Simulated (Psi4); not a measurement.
**TaCl5 (tantalum pentachloride): B2PLYP/def2-TZVP (density fitting, core potential, density fitting for correlation)**

What is the vertical ionisation energy of TaCl5 (tantalum pentachloride) at B2PLYP/def2-TZVP (density fitting, core potential, density fitting for correlation)? Input form: a Python script.

The calculation is run with Psi4 1.11.

## 1. The molecule

TaCl5: 6 atoms, total charge 0, spin state singlet. As SMILES, `Cl[Ta](Cl)(Cl)(Cl)Cl`. The shape is that of a PBE0-D4/def2-TZVP optimisation.

Bond lengths: Cl1–Ta2 2.274 Å, Ta2–Cl3 2.320 Å, Ta2–Cl4 2.320 Å, Ta2–Cl5 2.274 Å, Ta2–Cl6 2.274 Å. Angles: Cl1–Ta2–Cl3 90.0°, Cl1–Ta2–Cl4 90.0°, Cl1–Ta2–Cl5 120.0°, Cl1–Ta2–Cl6 120.0°, Cl3–Ta2–Cl4 180.0°, Cl3–Ta2–Cl5 90.0°, Cl3–Ta2–Cl6 90.0°, Cl4–Ta2–Cl5 90.0°, Cl4–Ta2–Cl6 90.0°, Cl5–Ta2–Cl6 120.0°.

## 2. The energy at B2PLYP/def2-TZVP (density fitting, core potential, density fitting for correlation)

File run.py:

```python
import psi4

psi4.set_memory('2200 MB')
psi4.set_num_threads(1)
psi4.core.set_output_file('output.dat', False)

geom = psi4.geometry("""
0 1
Cl    -1.78743525    -3.27353477     2.13363308
Ta    -0.00001890     0.00003779     0.00000000
Cl     0.16746753    -2.45613374    -3.62789621
Cl    -0.16797776     2.45624712     3.62783952
Cl     4.27469277     0.42601986    -0.09087693
Cl    -2.48672840     2.84734484    -2.04268056
units au
symmetry c1
no_reorient
no_com
""")

psi4.set_options({
    'basis': 'def2-TZVP',
    'reference': 'rks',
    'puream': True,
    'e_convergence': 1e-09,
    'd_convergence': 1e-08,
    'scf_type': 'df',
    'dft_radial_points': 99,
    'dft_spherical_points': 590,
    'num_frozen_docc': 25,
})

e, wfn = psi4.energy('b2plyp', return_wfn=True)
print(f'b2plyp energy: {e:.10f} Eh')
for k, v in sorted(psi4.core.scalar_variables().items()):
    print(f'{k:45s} {v:18.10f}')
```

Launch:

```
$ python run.py
```

output.dat:

```text
[...]
    !!!  WARNING: ECP capability is in beta. Please check occupations closely.  !!!
[...]
  Running in c1 symmetry.
[...]
  Nuclear repulsion =  687.025810187545972
[...]
  Multiplicity = 1
[...]
  Nalpha       = 49
  Nbeta        = 49
[...]
    Number of basis functions: 225
[...]
   @DF-RKS iter   1: -2356.97482305797939   -1.10294e-01   3.29150e-03 DIIS/ADIIS
[...]
   @DF-RKS iter  12: -2357.19608542642754   -1.59162e-11   5.55402e-09 DIIS
[...]
    Orbital Energies [Eh]
    ---------------------
    Doubly Occupied:
       1A   -102.940661     2A   -102.940644     3A   -102.940641
       4A   -102.915076     5A   -102.915071     6A     -9.947957
       7A     -9.947941     8A     -9.947937     9A     -9.922676
      10A     -9.922671    11A     -7.584864    12A     -7.584847
      13A     -7.584844    14A     -7.583243    15A     -7.583227
      16A     -7.583224    17A     -7.582488    18A     -7.582472
      19A     -7.582469    20A     -7.559102    21A     -7.559098
      22A     -7.557842    23A     -7.557842    24A     -7.557839
      25A     -7.557838    26A     -3.073376    27A     -1.742147
      28A     -1.742145    29A     -1.738564    30A     -0.976286
      31A     -0.956545    32A     -0.956532    33A     -0.943825
      34A     -0.928849    35A     -0.514612    36A     -0.500903
[...]
  @DF-RKS Final Energy: -2357.19608542642754
   => Energetics <=
    Nuclear Repulsion Energy =            687.0258101875459715
    One-Electron Energy =               -4642.7972991112155796
    Two-Electron Energy =                1669.1976917670569946
    DFT Exchange-Correlation Energy =     -70.6222882698149164
    Empirical Dispersion Energy =           0.0000000000000000
    VV10 Nonlocal Energy =                  0.0000000000000000
    Total Energy =                      -2357.1960854264270893
[...]
 Multipole Moments:
 ------------------------------------------------------------------------------------
     Multipole            Electronic (a.u.)      Nuclear  (a.u.)        Total (a.u.)
 ------------------------------------------------------------------------------------
 L = 1.  Multiply by 2.5417464519 to convert [e a0] to [Debye]
 Dipole X            :          0.0001134            0.0000754            0.0001889
 Dipole Y            :          0.0005166           -0.0004725            0.0000441
 Dipole Z            :         -0.0002942            0.0003213            0.0000271
 Magnitude           :                                                    0.0001958
[...]
```

On the terminal:

```text
b2plyp energy: -2357.6295076205 Eh
B2PLYP DOUBLE-HYBRID CORRECTION ENERGY             -0.4334221940
B2PLYP TOTAL ENERGY                             -2357.6295076205
CURRENT ENERGY                                  -2357.6295076205
CURRENT REFERENCE ENERGY                        -2357.1960854264
DD SOLVATION ENERGY                                 0.0000000000
DFT FUNCTIONAL TOTAL ENERGY                     -2357.1960854264
DFT TOTAL ENERGY                                -2357.6295076205
DFT VV10 ENERGY                                     0.0000000000
DFT XC ENERGY                                     -70.6222882698
DOUBLE-HYBRID CORRECTION ENERGY                    -0.4334221940
GRID ELECTRONS ALPHA                               49.0000008150
GRID ELECTRONS BETA                                49.0000008150
GRID ELECTRONS TOTAL                               98.0000016300
NUCLEAR REPULSION ENERGY                          687.0258101875
ONE-ELECTRON ENERGY                             -4642.7972991112
PCM POLARIZATION ENERGY                             0.0000000000
PE ENERGY                                           0.0000000000
SCF ITERATION ENERGY                            -2357.1960854264
SCF ITERATIONS                                     12.0000000000
SCF TOTAL ENERGY                                -2357.1960854264
TWO-ELECTRON ENERGY                              1669.1976917671
XC GRID RADIAL POINTS                              99.0000000000
XC GRID SPHERICAL POINTS                          590.0000000000
XC GRID TOTAL POINTS                           331069.0000000000
```

Run time: 22 s. Hardware: 1 thread of AMD EPYC 9B45 (Zen 5), shared host; peak memory 1.2 GiB.

## 3. The doublet cation, same level

File job.py:

```python
import psi4

psi4.set_memory(2200000000)
psi4.set_num_threads(1)
psi4.core.set_output_file('output.dat', False)

mol = psi4.geometry("""
1 2
Cl    -0.945870    -1.732280     1.129070
Ta    -0.000010     0.000020     0.000000
Cl     0.088620    -1.299730    -1.919800
Cl    -0.088890     1.299790     1.919770
Cl     2.262070     0.225440    -0.048090
Cl    -1.315920     1.506750    -1.080940
units angstrom
symmetry c1
no_reorient
no_com
""")

options = {'basis': 'def2-TZVP', 'reference': 'uks', 'puream': True, 'e_convergence': 1e-09, 'd_convergence': 1e-08, 'scf_type': 'df', 'dft_radial_points': 99, 'dft_spherical_points': 590, 'num_frozen_docc': 25, 'maxiter': 100}
psi4.set_options(options)

result, w = psi4.energy("b2plyp", return_wfn=True)
print(f'total energy {result:.8f} hartree = {result * 27.211386:.5f} eV')
for k, v in sorted(psi4.core.scalar_variables().items()):
    print(f'{k:45s} {v:18.10f}')
```

Launch:

```
$ python job.py
```

output.dat:

```text
[...]
    !!!  WARNING: ECP capability is in beta. Please check occupations closely.  !!!
[...]
  Running in c1 symmetry.
[...]
  Nuclear repulsion =  687.025809757522211
[...]
  Multiplicity = 2
[...]
  Nalpha       = 49
  Nbeta        = 48
[...]
    Number of basis functions: 225
[...]
   @DF-UKS iter   1: -2356.57186724662188    3.58822e-01   3.07035e-03 DIIS/ADIIS
[...]
   @DF-UKS iter  39: -2356.78429871574190   -2.41016e-11   7.50120e-09 DIIS
[...]
   @S^2 Observed:                7.762837068E-01
[...]
    Orbital Energies [Eh]
    ---------------------
    Alpha Occupied:
       1A   -103.155863     2A   -103.155700     3A   -103.135003
       4A   -103.134960     5A   -103.110484     6A    -10.160539
       7A    -10.160379     8A    -10.140149     9A    -10.140106
      10A    -10.116450    11A     -7.800733    12A     -7.800556
      13A     -7.796070    14A     -7.795913    15A     -7.794267
      16A     -7.794112    17A     -7.781709    18A     -7.781662
      19A     -7.775027    20A     -7.774986    21A     -7.773446
      22A     -7.773405    23A     -7.753391    24A     -7.751584
      25A     -7.750964    26A     -3.255396    27A     -1.923950
      28A     -1.922928    29A     -1.921603    30A     -1.180241
      31A     -1.164211    32A     -1.156961    33A     -1.142743
      34A     -1.122791    35A     -0.707180    36A     -0.695195
[...]
  @DF-UKS Final Energy: -2356.78429871574190
   => Energetics <=
    Nuclear Repulsion Energy =            687.0258097575222109
    One-Electron Energy =               -4623.4467660466671077
    Two-Electron Energy =                1650.0816734022382661
    DFT Exchange-Correlation Energy =     -70.4450158288352810
    Empirical Dispersion Energy =           0.0000000000000000
    VV10 Nonlocal Energy =                  0.0000000000000000
    Total Energy =                      -2356.7842987157418975
[...]
 Multipole Moments:
 ------------------------------------------------------------------------------------
     Multipole            Electronic (a.u.)      Nuclear  (a.u.)        Total (a.u.)
 ------------------------------------------------------------------------------------
 L = 1.  Multiply by 2.5417464519 to convert [e a0] to [Debye]
 Dipole X            :          0.2498123            0.0000756            0.2498879
 Dipole Y            :         -0.2834574           -0.0004724           -0.2839299
 Dipole Z            :          0.2039946            0.0003213            0.2043159
 Magnitude           :                                                    0.4298897
[...]
```

Standard output:

```text
total energy -2357.22636410 hartree = -64143.39648 eV
B2PLYP DOUBLE-HYBRID CORRECTION ENERGY             -0.4420653821
B2PLYP TOTAL ENERGY                             -2357.2263640979
CURRENT ENERGY                                  -2357.2263640979
CURRENT REFERENCE ENERGY                        -2356.7842987157
DD SOLVATION ENERGY                                 0.0000000000
DFT FUNCTIONAL TOTAL ENERGY                     -2356.7842987157
DFT TOTAL ENERGY                                -2357.2263640979
DFT VV10 ENERGY                                     0.0000000000
DFT XC ENERGY                                     -70.4450158288
DOUBLE-HYBRID CORRECTION ENERGY                    -0.4420653821
GRID ELECTRONS ALPHA                               49.0000008189
GRID ELECTRONS BETA                                48.0000008172
GRID ELECTRONS TOTAL                               97.0000016361
NUCLEAR REPULSION ENERGY                          687.0258097575
ONE-ELECTRON ENERGY                             -4623.4467660467
PCM POLARIZATION ENERGY                             0.0000000000
PE ENERGY                                           0.0000000000
SCF ITERATION ENERGY                            -2356.7842987157
SCF ITERATIONS                                     39.0000000000
SCF TOTAL ENERGY                                -2356.7842987157
TWO-ELECTRON ENERGY                              1650.0816734022
XC GRID RADIAL POINTS                              99.0000000000
XC GRID SPHERICAL POINTS                          590.0000000000
XC GRID TOTAL POINTS                           331067.0000000000
```

Wall time 1.7 min (1 thread of AMD EPYC 9B45 (Zen 5), shared host); peak memory 1.2 GiB.

## 4. Summary of results

Level: B2PLYP/def2-TZVP (density fitting, core potential, density fitting for correlation), 25 core orbitals frozen.

```
                                                                quantity           value
                                             singlet TaCl5: total energy  -2357.62951 Eh
                        singlet TaCl5: HOMO energy (SCF part's orbitals)       -10.33 eV
                        singlet TaCl5: LUMO energy (SCF part's orbitals)        -2.53 eV
                      singlet TaCl5: HOMO–LUMO gap (SCF part's orbitals)         7.81 eV
                                            doublet cation: total energy  -2357.22636 Eh
doublet cation: HOMO energy (SCF part's orbitals) (highest over α and β)       -14.64 eV
 doublet cation: LUMO energy (SCF part's orbitals) (lowest over α and β)       -12.08 eV
                                                    doublet cation: ⟨S²⟩           0.776
                      vertical ionisation energy (to the doublet cation)       10.970 eV
```

The vertical ionisation energy comes to 10.97 eV (253 kcal/mol). The negative HOMO energy of the first species, 10.33 eV, lies 0.64 eV below that difference.
